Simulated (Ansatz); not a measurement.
**CH8ClPSi2: inversion of the pyramid at P1**

How high is the barrier for the inversion of the pyramid at P1? Relax the two ends, then run a nudged elastic band between them. SMILES of the start: P[SiH2][SiH2]CCl.

Method: RKS PBE-D4/cc-pVDZ, in Ansatz 0.2.0.

**1. The starting structure**

Bond lengths: P1–Si2 2.214 Å, Si2–Si3 2.278 Å, Si3–C4 1.803 Å, C4–Cl5 1.783 Å, P1–H6 1.356 Å, P1–H7 1.407 Å, Si2–H8 1.440 Å, Si2–H9 1.456 Å, Si3–H10 1.514 Å, Si3–H11 1.525 Å, C4–H12 1.063 Å, C4–H13 1.201 Å. Angles (14 of 21 angles, heavy atoms first): P1–Si2–Si3 109.9°, Si2–Si3–C4 113.2°, Si3–C4–Cl5 111.8°, P1–Si2–H8 108.3°, P1–Si2–H9 107.4°, Si3–Si2–H8 109.3°, Si3–Si2–H9 112.0°, Si2–P1–H6 100.3°, Si2–P1–H7 99.6°, Si2–Si3–H10 111.2°, Si2–Si3–H11 108.4°, C4–Si3–H10 110.1°, C4–Si3–H11 109.9°, Si3–C4–H12 114.6°.

As a file:

```xyz
13

P    -0.5646    2.4850    1.6294
Si   -0.9981    0.9679    0.0767
Si    0.6650   -0.5878    0.0277
C     0.3580   -1.9171   -1.1504
Cl    0.3652   -1.3246   -2.8323
H    -0.2579    1.6801    2.6769
H     0.7451    2.8366    1.2532
H    -2.2417    0.3239    0.4101
H    -1.1281    1.6684   -1.1929
H     2.0072    0.0548   -0.2509
H     0.8263   -1.1655    1.4301
H     1.0124   -2.7492   -1.0587
H    -0.7683   -2.3071   -1.0041
```

**2. End point A**

File input.yaml:

```yaml
crystal:
  periodic: [false, false, false]
  atoms:
    - { symbol: P, position_ang: [-0.5646, 2.485, 1.6294] }
    - { symbol: Si, position_ang: [-0.9981, 0.9679, 0.0767] }
    - { symbol: Si, position_ang: [0.665, -0.5878, 0.0277] }
    - { symbol: C, position_ang: [0.358, -1.9171, -1.1504] }
    - { symbol: Cl, position_ang: [0.3652, -1.3246, -2.8323] }
    - { symbol: H, position_ang: [-0.2579, 1.6801, 2.6769] }
    - { symbol: H, position_ang: [0.7451, 2.8366, 1.2532] }
    - { symbol: H, position_ang: [-2.2417, 0.3239, 0.4101] }
    - { symbol: H, position_ang: [-1.1281, 1.6684, -1.1929] }
    - { symbol: H, position_ang: [2.0072, 0.0548, -0.2509] }
    - { symbol: H, position_ang: [0.8263, -1.1655, 1.4301] }
    - { symbol: H, position_ang: [1.0124, -2.7492, -1.0587] }
    - { symbol: H, position_ang: [-0.7683, -2.3071, -1.0041] }
basis:
  gaussian: { orbitals: cc-pVDZ }
hamiltonian:
  xc: pbe
  dispersion: d4
relax:
  f_tol: 0.015
  max_steps: 40
```

Started as:

```sh
ansatz run input.yaml --threads 2 --pin off --max-ram 3072MiB --backend cpu --events-out ev --progress --plain --runs-dir out
```

The program printed (excerpt; [...] marks lines left out):

```text
Warning: RAYON_NUM_THREADS=2 ignored (pool sized by the plan → 2); use --threads N
[...]
Functional definition: PBE
[...]
1646 factors; their error is unknown
[...]
mean field -38714.06984182 eV, -1422.7158253478 hartree, gradient 1.7e-5 eV, S^2 0.000000; 0 other end points of the search recorded, 0 dependent functions left out
[...]
reference -38714.06988504 eV, -1422.7158269363 hartree; 37, 37 occupied and 89, 89 virtual orbitals, 1646 factors
relax step   1: F+E_penalty+E_count = -38714.44762345 eV  Δ(F+E_penalty+E_count) = +0.000e0 eV  max|allowed force component| = 3.717e0 eV/Å  Δτ_max = 0.0000 Å  (27 SCF iters, accepted)
[...]
relax step   7: F+E_penalty+E_count = -38715.07267381 eV  Δ(F+E_penalty+E_count) = -3.832e-4 eV  max|allowed force component| = 1.010e-2 eV/Å  Δτ_max = 0.0217 Å  (29 SCF iters, accepted)
[...]
relax step   8: F+E_penalty+E_count = -38715.07277991 eV  Δ(F+E_penalty+E_count) = -1.061e-4 eV  max|allowed force component| = 8.219e-3 eV/Å  Δτ_max = 0.0187 Å  (29 SCF iters, accepted)
1646 factors; their error is unknown
mean field -38714.70629064 eV, -1422.7392144106 hartree, gradient 1.4e-5 eV, S^2 0.000000; 1 other end points of the search recorded, 0 dependent functions left out
[...]
reference -38714.70633512 eV, -1422.7392160453 hartree; 37, 37 occupied and 89, 89 virtual orbitals, 1646 factors
Total energy: -38715.07282440 eV, -1422.7526842777 hartree
Atom 0 at    -0.627703     2.645266     1.691998 Å, force    -0.000768    -0.001552    -0.002449 eV/Å
Atom 1 at    -0.979018     1.055021     0.071003 Å, force     0.004927     0.004453    -0.000932 eV/Å
Atom 2 at     0.697238    -0.596653     0.076515 Å, force     0.005103    -0.002672    -0.005010 eV/Å
Atom 3 at     0.333770    -2.013838    -1.165581 Å, force    -0.007439     0.000773    -0.005190 eV/Å
Atom 4 at     0.101013    -1.326999    -2.831041 Å, force     0.001587    -0.001670     0.008219 eV/Å
Atom 5 at    -0.301384     1.664829     2.705624 Å, force    -0.000392    -0.000949    -0.000892 eV/Å
Atom 6 at     0.761905     2.819067     1.325291 Å, force    -0.001333     0.000588     0.002851 eV/Å
Atom 7 at    -2.329957     0.429061     0.334791 Å, force    -0.001666    -0.000458     0.000885 eV/Å
Atom 8 at    -1.038201     1.773476    -1.254707 Å, force    -0.000394    -0.001695    -0.000215 eV/Å
Atom 9 at     2.029063     0.023944    -0.272656 Å, force    -0.003906    -0.002681     0.000707 eV/Å
Atom 10 at     0.800423    -1.206376     1.459791 Å, force     0.001421     0.001045     0.001272 eV/Å
Atom 11 at     1.167180    -2.741789    -1.222779 Å, force    -0.001781     0.004220     0.000677 eV/Å
Atom 12 at    -0.593829    -2.559608    -0.903449 Å, force     0.004641     0.000597     0.000077 eV/Å
Dipole moment:     0.117254    -0.255635     0.247324 e Å
```

Run time: 30 s. Hardware: 2 threads of Arm Neoverse V2, shared host; peak memory 0.2 GiB.

Step by step:

```tsv
step	energy from step 1 (eV)	largest force component (eV/Å)
1	0.0000	3.7168
2	-0.5047	1.4004
3	-0.5823	0.4142
4	-0.6178	0.0897
5	-0.6183	0.1516
6	-0.6247	0.0261
7	-0.6251	0.0101
8	-0.6252	0.0082
```

Step 1 is the start.

After: Bond lengths: P1–Si2 2.298 Å, Si2–Si3 2.353 Å, Si3–C4 1.919 Å, C4–Cl5 1.817 Å, P1–H6 1.447 Å, P1–H7 1.448 Å, Si2–H8 1.512 Å, Si2–H9 1.509 Å, Si3–H10 1.510 Å, Si3–H11 1.515 Å, C4–H12 1.108 Å, C4–H13 1.108 Å. Angles (14 of 21 angles, heavy atoms first): P1–Si2–Si3 112.0°, Si2–Si3–C4 112.4°, Si3–C4–Cl5 109.8°, P1–Si2–H8 107.5°, P1–Si2–H9 107.2°, Si3–Si2–H8 110.2°, Si3–Si2–H9 111.4°, Si2–P1–H6 93.4°, Si2–P1–H7 92.9°, Si2–Si3–H10 109.8°, Si2–Si3–H11 109.5°, C4–Si3–H10 108.7°, C4–Si3–H11 107.9°, Si3–C4–H12 112.1°.

**3. End point B**

The second end starts from a geometry with the move made by hand.

Changes to input.yaml since step 2:

```diff
@@ -8,4 +8,4 @@
     - { symbol: Cl, position_ang: [0.3652, -1.3246, -2.8323] }
-    - { symbol: H, position_ang: [-0.2579, 1.6801, 2.6769] }
-    - { symbol: H, position_ang: [0.7451, 2.8366, 1.2532] }
+    - { symbol: H, position_ang: [-1.70791, 2.42271, 2.35614] }
+    - { symbol: H, position_ang: [-0.85098, 3.65402, 0.90013] }
     - { symbol: H, position_ang: [-2.2417, 0.3239, 0.4101] }
@@ -24 +24,3 @@
   max_steps: 40
+output:
+  orbitals: {}
```

Started as:

```sh
ansatz run input.yaml --threads 2 --pin off --max-ram 3072MiB --backend cpu --events-out ev --progress --plain --runs-dir out
```

The program printed:

```text
Warning: RAYON_NUM_THREADS=2 ignored (pool sized by the plan → 2); use --threads N
The last accepted step is kept in <dir> (removed where the run ends without a failure and the disk answers)
Engine: ansatz 0.2.0, aarch64-unknown-linux-gnu
[... 1 set-up line as earlier in the session ...]
  parameter kappa = 0.804
  parameter beta = 0.06672455060314922
  exchange = pbe_x(kappa = kappa, mu = beta*pi^2/3)
  correlation = pbe_c(beta = beta)
1646 factors; their error is unknown
mean field evaluation 1: about -38708.6722 eV, gradient 4.4e1 eV
mean field evaluation 2: about -38700.8555 eV, gradient 6.7e1 eV
mean field evaluation 4: about -38713.9949 eV, gradient 2.8e0 eV
mean field evaluation 8: about -38714.0228 eV, gradient 4.8e-2 eV
mean field evaluation 16: about -38713.9696 eV, gradient 9.4e-5 eV
mean field -38713.96956115 eV, -1422.7121401013 hartree, gradient 1.6e-5 eV, S^2 0.000000; 0 other end points of the search recorded, 0 dependent functions left out
the calculation of the forces begins
reference -38713.96960484 eV, -1422.7121417067 hartree; 37, 37 occupied and 89, 89 virtual orbitals, 1646 factors
relax step   1: F+E_penalty+E_count = -38714.34189079 eV  Δ(F+E_penalty+E_count) = +0.000e0 eV  max|allowed force component| = 3.808e0 eV/Å  Δτ_max = 0.0000 Å  (27 SCF iters, accepted)
these checks for a lower state are left out or cut short: starts, cluster_reference, orbital_swaps, neighbouring_geometries, increment
1646 factors; their error is unknown
mean field -38714.50801658 eV, -1422.7319279733 hartree, gradient 1.2e-5 eV, S^2 0.000000; 0 other end points of the search recorded, 0 dependent functions left out
the calculation of the forces begins
reference -38714.50806076 eV, -1422.7319295970 hartree; 37, 37 occupied and 89, 89 virtual orbitals, 1646 factors
relax step   2: F+E_penalty+E_count = -38714.87716659 eV  Δ(F+E_penalty+E_count) = -5.353e-1 eV  max|allowed force component| = 1.218e0 eV/Å  Δτ_max = 0.1591 Å  (29 SCF iters, accepted)
these checks for a lower state are left out or cut short: starts, cluster_reference, orbital_swaps, neighbouring_geometries, increment
1646 factors; their error is unknown
mean field evaluation 32: about -38714.6037 eV, gradient 1.1e-5 eV
mean field -38714.60371895 eV, -1422.7354449705 hartree, gradient 1.1e-5 eV, S^2 0.000000; 0 other end points of the search recorded, 0 dependent functions left out
the calculation of the forces begins
reference -38714.60376332 eV, -1422.7354466012 hartree; 37, 37 occupied and 89, 89 virtual orbitals, 1646 factors
relax step   3: F+E_penalty+E_count = -38714.96527803 eV  Δ(F+E_penalty+E_count) = -8.811e-2 eV  max|allowed force component| = 2.640e-1 eV/Å  Δτ_max = 0.1932 Å  (29 SCF iters, accepted)
these checks for a lower state are left out or cut short: starts, cluster_reference, orbital_swaps, neighbouring_geometries, increment
1646 factors; their error is unknown
mean field -38714.61552383 eV, -1422.7358787919 hartree, gradient 1.3e-5 eV, S^2 0.000000; 0 other end points of the search recorded, 0 dependent functions left out
the calculation of the forces begins
reference -38714.61556828 eV, -1422.7358804255 hartree; 37, 37 occupied and 89, 89 virtual orbitals, 1646 factors
relax step   4: F+E_penalty+E_count = -38714.98059099 eV  Δ(F+E_penalty+E_count) = -1.531e-2 eV  max|allowed force component| = 1.474e-1 eV/Å  Δτ_max = 0.1899 Å  (29 SCF iters, accepted)
these checks for a lower state are left out or cut short: starts, cluster_reference, orbital_swaps, neighbouring_geometries, increment
1646 factors; their error is unknown
mean field -38714.62892500 eV, -1422.7363712758 hartree, gradient 2.0e-5 eV, S^2 0.000000; 0 other end points of the search recorded, 0 dependent functions left out
the calculation of the forces begins
reference -38714.62896950 eV, -1422.7363729111 hartree; 37, 37 occupied and 89, 89 virtual orbitals, 1646 factors
relax step   5: F+E_penalty+E_count = -38714.99371529 eV  Δ(F+E_penalty+E_count) = -1.312e-2 eV  max|allowed force component| = 1.348e-1 eV/Å  Δτ_max = 0.2000 Å  (27 SCF iters, accepted)
these checks for a lower state are left out or cut short: starts, cluster_reference, orbital_swaps, neighbouring_geometries, increment
1646 factors; their error is unknown
mean field -38714.62605241 eV, -1422.7362657101 hartree, gradient 1.8e-5 eV, S^2 0.000000; 0 other end points of the search recorded, 0 dependent functions left out
the calculation of the forces begins
reference -38714.62609716 eV, -1422.7362673546 hartree; 37, 37 occupied and 89, 89 virtual orbitals, 1646 factors
relax step   6: F+E_penalty+E_count = -38714.99068206 eV  Δ(F+E_penalty+E_count) = +3.033e-3 eV  max|allowed force component| = 7.451e-1 eV/Å  Δτ_max = 0.1958 Å  (27 SCF iters, rejected (line search))
these checks for a lower state are left out or cut short: starts, cluster_reference, orbital_swaps, neighbouring_geometries, increment
1646 factors; their error is unknown
mean field -38714.63914009 eV, -1422.7367466733 hartree, gradient 1.3e-5 eV, S^2 0.000000; 0 other end points of the search recorded, 0 dependent functions left out
the calculation of the forces begins
reference -38714.63918475 eV, -1422.7367483146 hartree; 37, 37 occupied and 89, 89 virtual orbitals, 1646 factors
relax step   7: F+E_penalty+E_count = -38715.00399675 eV  Δ(F+E_penalty+E_count) = -1.028e-2 eV  max|allowed force component| = 6.042e-2 eV/Å  Δτ_max = 0.0979 Å  (29 SCF iters, accepted)
these checks for a lower state are left out or cut short: starts, cluster_reference, orbital_swaps, neighbouring_geometries, increment
1646 factors; their error is unknown
mean field evaluation 64: about -38714.6481 eV, gradient 3.1e-5 eV
mean field -38714.64806220 eV, -1422.7370745547 hartree, gradient 1.3e-5 eV, S^2 0.000000; 0 other end points of the search recorded, 0 dependent functions left out
the calculation of the forces begins
reference -38714.64810690 eV, -1422.7370761977 hartree; 37, 37 occupied and 89, 89 virtual orbitals, 1646 factors
relax step   8: F+E_penalty+E_count = -38715.01266267 eV  Δ(F+E_penalty+E_count) = -8.666e-3 eV  max|allowed force component| = 2.061e-1 eV/Å  Δτ_max = 0.0975 Å  (29 SCF iters, accepted)
these checks for a lower state are left out or cut short: starts, cluster_reference, orbital_swaps, neighbouring_geometries, increment
1646 factors; their error is unknown
mean field -38714.65340395 eV, -1422.7372708607 hartree, gradient 1.4e-5 eV, S^2 0.000000; 0 other end points of the search recorded, 0 dependent functions left out
the calculation of the forces begins
reference -38714.65344852 eV, -1422.7372724985 hartree; 37, 37 occupied and 89, 89 virtual orbitals, 1646 factors
relax step   9: F+E_penalty+E_count = -38715.01782733 eV  Δ(F+E_penalty+E_count) = -5.165e-3 eV  max|allowed force component| = 5.269e-1 eV/Å  Δτ_max = 0.1496 Å  (28 SCF iters, accepted)
these checks for a lower state are left out or cut short: starts, cluster_reference, orbital_swaps, neighbouring_geometries, increment
1646 factors; their error is unknown
mean field -38714.67815412 eV, -1422.7381804126 hartree, gradient 1.6e-5 eV, S^2 0.000000; 0 other end points of the search recorded, 0 dependent functions left out
the calculation of the forces begins
reference -38714.67819873 eV, -1422.7381820520 hartree; 37, 37 occupied and 89, 89 virtual orbitals, 1646 factors
relax step  10: F+E_penalty+E_count = -38715.04215383 eV  Δ(F+E_penalty+E_count) = -2.433e-2 eV  max|allowed force component| = 3.102e-2 eV/Å  Δτ_max = 0.2000 Å  (26 SCF iters, accepted)
these checks for a lower state are left out or cut short: starts, cluster_reference, orbital_swaps, neighbouring_geometries, increment
1646 factors; their error is unknown
mean field -38714.67907903 eV, -1422.7382144023 hartree, gradient 1.4e-5 eV, S^2 0.000000; 0 other end points of the search recorded, 0 dependent functions left out
the calculation of the forces begins
reference -38714.67912362 eV, -1422.7382160411 hartree; 37, 37 occupied and 89, 89 virtual orbitals, 1646 factors
relax step  11: F+E_penalty+E_count = -38715.04367727 eV  Δ(F+E_penalty+E_count) = -1.523e-3 eV  max|allowed force component| = 4.149e-2 eV/Å  Δτ_max = 0.0211 Å  (29 SCF iters, accepted)
these checks for a lower state are left out or cut short: starts, cluster_reference, orbital_swaps, neighbouring_geometries, increment
1646 factors; their error is unknown
mean field -38714.68090670 eV, -1422.7382815682 hartree, gradient 1.4e-5 eV, S^2 0.000000; 0 other end points of the search recorded, 0 dependent functions left out
the calculation of the forces begins
reference -38714.68095131 eV, -1422.7382832072 hartree; 37, 37 occupied and 89, 89 virtual orbitals, 1646 factors
relax step  12: F+E_penalty+E_count = -38715.04668758 eV  Δ(F+E_penalty+E_count) = -3.010e-3 eV  max|allowed force component| = 2.719e-1 eV/Å  Δτ_max = 0.1991 Å  (26 SCF iters, accepted)
these checks for a lower state are left out or cut short: starts, cluster_reference, orbital_swaps, neighbouring_geometries, increment
1646 factors; their error is unknown
mean field evaluation 96: about -38714.7275 eV, gradient 1.0e0 eV
mean field -38714.67977970 eV, -1422.7382401514 hartree, gradient 1.4e-5 eV, S^2 0.000000; 0 other end points of the search recorded, 0 dependent functions left out
the calculation of the forces begins
reference -38714.67982418 eV, -1422.7382417862 hartree; 37, 37 occupied and 89, 89 virtual orbitals, 1646 factors
relax step  13: F+E_penalty+E_count = -38715.04693067 eV  Δ(F+E_penalty+E_count) = -2.431e-4 eV  max|allowed force component| = 2.259e-1 eV/Å  Δτ_max = 0.0794 Å  (28 SCF iters, accepted)
these checks for a lower state are left out or cut short: starts, cluster_reference, orbital_swaps, neighbouring_geometries, increment
1646 factors; their error is unknown
mean field -38714.68371568 eV, -1422.7383847960 hartree, gradient 1.4e-5 eV, S^2 0.000000; 0 other end points of the search recorded, 0 dependent functions left out
the calculation of the forces begins
reference -38714.68376025 eV, -1422.7383864339 hartree; 37, 37 occupied and 89, 89 virtual orbitals, 1646 factors
relax step  14: F+E_penalty+E_count = -38715.05037966 eV  Δ(F+E_penalty+E_count) = -3.449e-3 eV  max|allowed force component| = 8.638e-2 eV/Å  Δτ_max = 0.0500 Å  (27 SCF iters, accepted)
these checks for a lower state are left out or cut short: starts, cluster_reference, orbital_swaps, neighbouring_geometries, increment
1646 factors; their error is unknown
mean field -38714.68673707 eV, -1422.7384958303 hartree, gradient 1.4e-5 eV, S^2 0.000000; 0 other end points of the search recorded, 0 dependent functions left out
the calculation of the forces begins
reference -38714.68678161 eV, -1422.7384974669 hartree; 37, 37 occupied and 89, 89 virtual orbitals, 1646 factors
relax step  15: F+E_penalty+E_count = -38715.05307239 eV  Δ(F+E_penalty+E_count) = -2.693e-3 eV  max|allowed force component| = 1.493e-2 eV/Å  Δτ_max = 0.0365 Å  (27 SCF iters, accepted)
these checks for a lower state are left out or cut short: starts, cluster_reference, orbital_swaps, neighbouring_geometries, increment
1646 factors; their error is unknown
mean field -38714.68654154 eV, -1422.7384886444 hartree, gradient 1.4e-5 eV, S^2 0.000000; 0 other end points of the search recorded, 0 dependent functions left out
the calculation of the forces begins
reference -38714.68658607 eV, -1422.7384902809 hartree; 37, 37 occupied and 89, 89 virtual orbitals, 1646 factors
relax step  16: F+E_penalty+E_count = -38715.05326654 eV  Δ(F+E_penalty+E_count) = -1.942e-4 eV  max|allowed force component| = 1.792e-2 eV/Å  Δτ_max = 0.0213 Å  (29 SCF iters, accepted)
these checks for a lower state are left out or cut short: starts, cluster_reference, orbital_swaps, neighbouring_geometries, increment
1646 factors; their error is unknown
mean field evaluation 128: about -38714.6864 eV, gradient 1.2e-5 eV
mean field -38714.68641219 eV, -1422.7384838912 hartree, gradient 1.2e-5 eV, S^2 0.000000; 0 other end points of the search recorded, 0 dependent functions left out
the calculation of the forces begins
reference -38714.68645673 eV, -1422.7384855277 hartree; 37, 37 occupied and 89, 89 virtual orbitals, 1646 factors
relax step  17: F+E_penalty+E_count = -38715.05331822 eV  Δ(F+E_penalty+E_count) = -5.168e-5 eV  max|allowed force component| = 1.082e-2 eV/Å  Δτ_max = 0.0133 Å  (23 SCF iters, accepted)
1646 factors; their error is unknown
mean field -38714.68641219 eV, -1422.7384838912 hartree, gradient 1.2e-5 eV, S^2 0.000000; 1 other end points of the search recorded, 0 dependent functions left out
the calculation of the forces begins
reference -38714.68645673 eV, -1422.7384855277 hartree; 37, 37 occupied and 89, 89 virtual orbitals, 1646 factors
Total energy: -38715.05336275 eV, -1422.7519690756 hartree
Atom 0 at    -0.495145     2.757345     1.499294 Å, force    -0.010819    -0.004720    -0.000507 eV/Å
Atom 1 at    -0.879906     1.207654    -0.151889 Å, force     0.001886     0.000272    -0.000042 eV/Å
Atom 2 at     0.693761    -0.528554     0.097081 Å, force    -0.001232    -0.005019    -0.000701 eV/Å
Atom 3 at     0.245458    -2.000166    -1.049586 Å, force    -0.000067     0.006077     0.002166 eV/Å
Atom 4 at     0.089399    -1.418339    -2.762880 Å, force    -0.000440    -0.001119    -0.001131 eV/Å
Atom 5 at    -1.031979     1.896009     2.530619 Å, force     0.002106     0.004043    -0.001494 eV/Å
Atom 6 at    -1.766288     3.419394     1.298115 Å, force     0.006167    -0.003916     0.000444 eV/Å
Atom 7 at    -2.276382     0.625690    -0.114269 Å, force     0.000687     0.002511     0.000574 eV/Å
Atom 8 at    -0.682125     1.900342    -1.477630 Å, force     0.000976     0.001842     0.001544 eV/Å
Atom 9 at     2.083310    -0.049181    -0.243660 Å, force    -0.000462     0.001256    -0.000215 eV/Å
Atom 10 at     0.696265    -1.040514     1.523167 Å, force     0.001323     0.003132    -0.000075 eV/Å
Atom 11 at     1.022532    -2.789505    -1.039272 Å, force     0.000106    -0.002063     0.000072 eV/Å
Atom 12 at    -0.724489    -2.454745    -0.768120 Å, force    -0.000231    -0.002298    -0.000635 eV/Å
Dipole moment:    -0.118265    -0.201739     0.267725 e Å
```

Run time: 61 s. Hardware: 2 threads of Arm Neoverse V2, shared host; peak memory 0.2 GiB.

Step by step:

```tsv
step	energy from step 1 (eV)	largest force component (eV/Å)
1	0.0000	3.8084
2	-0.5353	1.2179
3	-0.6234	0.2640
4	-0.6387	0.1474
5	-0.6518	0.1348
6x	-0.6488	0.7451
7	-0.6621	0.0604
8	-0.6708	0.2061
9	-0.6759	0.5269
10	-0.7003	0.0310
11	-0.7018	0.0415
12	-0.7048	0.2719
13	-0.7050	0.2259
14	-0.7085	0.0864
15	-0.7112	0.0149
16	-0.7114	0.0179
17	-0.7114	0.0108
```

Step 1 is the start. 1 step was tried and not accepted (marked x).

After: Bond lengths: P1–Si2 2.297 Å, Si2–Si3 2.356 Å, Si3–C4 1.919 Å, C4–Cl5 1.816 Å, P1–H6 1.447 Å, P1–H7 1.447 Å, Si2–H8 1.513 Å, Si2–H9 1.509 Å, Si3–H10 1.509 Å, Si3–H11 1.515 Å, C4–H12 1.108 Å, C4–H13 1.108 Å. Angles (14 of 21 angles, heavy atoms first): P1–Si2–Si3 108.0°, Si2–Si3–C4 110.2°, Si3–C4–Cl5 109.8°, P1–Si2–H8 113.3°, P1–Si2–H9 107.5°, Si3–Si2–H8 109.3°, Si3–Si2–H9 110.1°, Si2–P1–H6 92.8°, Si2–P1–H7 93.5°, Si2–Si3–H10 110.9°, Si2–Si3–H11 110.5°, C4–Si3–H10 108.9°, C4–Si3–H11 107.7°, Si3–C4–H12 112.2°.

[end of part 1 of 2]
